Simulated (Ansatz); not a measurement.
# ReSb2 (CdI2 type): from the first guess to the electronic structure

Aim: bring ReSb2 (CdI2 type) to zero pressure, then compute its bands, density of states and charges. The cell was built by placing the elements on the sites of a structure type; the runs don't test whether it is the stable form.

Computed with Ansatz 0.2.0 (DFT PBE, scalar-relativistic, plane waves, PAW, unless a step's input says otherwise).

1 further run of the same task is left out (it didn't finish). Runs told in other sessions of the task aren't counted.

**1. The structure to begin with**

Symmetry: P-3m1, No. 164, trigonal system. Conventional cell: a = 3.603 Å, b = 3.603 Å, c = 5.813 Å, α = 90.00°, β = 90.00°, γ = 120.00°. Around Re (site symmetry -3m) lie 6 Sb at 2.54 Å. Sb (site symmetry 3m) has 3 Re at 2.54 Å in its first shell of neighbours.

As a file:

```cif
data_structure
_symmetry_space_group_name_H-M 'P 1'
_symmetry_Int_Tables_number 1
_cell_length_a 3.6034
_cell_length_b 3.6034
_cell_length_c 5.8130
_cell_angle_alpha 90.000
_cell_angle_beta 90.000
_cell_angle_gamma 120.000
_cell_volume 65.37
loop_
_atom_site_label
_atom_site_type_symbol
_atom_site_fract_x
_atom_site_fract_y
_atom_site_fract_z
_atom_site_occupancy
Re1 Re 0.00000 0.00000 0.00000 1
Sb1 Sb 0.33333 0.66667 0.25200 1
Sb2 Sb 0.66667 0.33333 0.74800 1
```

**2. Full relaxation**

input.yaml reads:

```yaml
crystal:
  lattice:
    - [3.6033823276, 0.0, 0.0]
    - [-1.8016911638, 3.1206206352, 0.0]
    - [0.0, 0.0, 5.8130035662]
  atoms:
    - { symbol: Re, position: [0.0, 0.0, 0.0] }
    - { symbol: Sb, position: [0.3333333333, 0.6666666667, 0.252] }
    - { symbol: Sb, position: [0.6666666667, 0.3333333333, 0.748] }
basis:
  ecutwfc: 420
  ecutrho_ratio: 4
kpoints:
  mp_grid: { grid: [12, 12, 6] }
hamiltonian:
  xc: pbe
scf:
  occupations: { method: gaussian, width: 0.05 }
output:
  forces: true
  stress: true
  eigenvalues: true
relax:
  f_tol: 0.01
  max_steps: 60
  cell: { stress_tol: 0.04 }
```

On the command line:

```sh
ansatz run input.yaml --threads 2 --pin off --max-ram 2662MiB --backend cpu --events-out ev --progress --plain --runs-dir out
```

After this run come: Relaxing cell and atoms once more, on the mesh of the new cell; The electronic structure.

Q: Predict the outcome of this session. Wanted: space group; conventional cell; volume; pressure; gap; states at the Fermi level; Bader charges; highest ELF outside the cores.

**Answer**, as computed:

| quantity | value |
| --- | --- |
| space group | P-3m1 (No. 164) |
| conventional cell | a = 3.283 Å, b = 3.283 Å, c = 8.862 Å, α = 90.00°, β = 90.00°, γ = 120.00° |
| volume | 27.575 Å³/atom |
| pressure | 0.01 GPa |
| gap | none (metal) |
| states at the Fermi level | 1.9 per eV per cell |
| Bader charges | Re -0.24; Sb +0.12 e |
| highest ELF outside the cores | 0.86, about 1.5 Å from Sb |

What this shows: From the first run shown, the volume went from 21.79 to 27.58 Å³/atom (+26.6 %) in 2 runs, where the pressure is zero within 0.01 GPa. The shape changed strongly (edges by -9, -9, +52 %), so the end may no longer be the structure type named at the start. Bands cross the Fermi level, so it is a metal at this level; the largest share of the states at the Fermi level is Re 5d (52 % of the projected weight, then Sb 5p with 45 %). The Bader partition leaves Sb most positive, at +0.12 e. Spin–orbit coupling is left out, though the cell holds Re; in elements this heavy it can shift levels and gaps by tenths of an eV.

The cell is layered and no dispersion term is used, so the spacing and stiffness across the layers are uncertain.
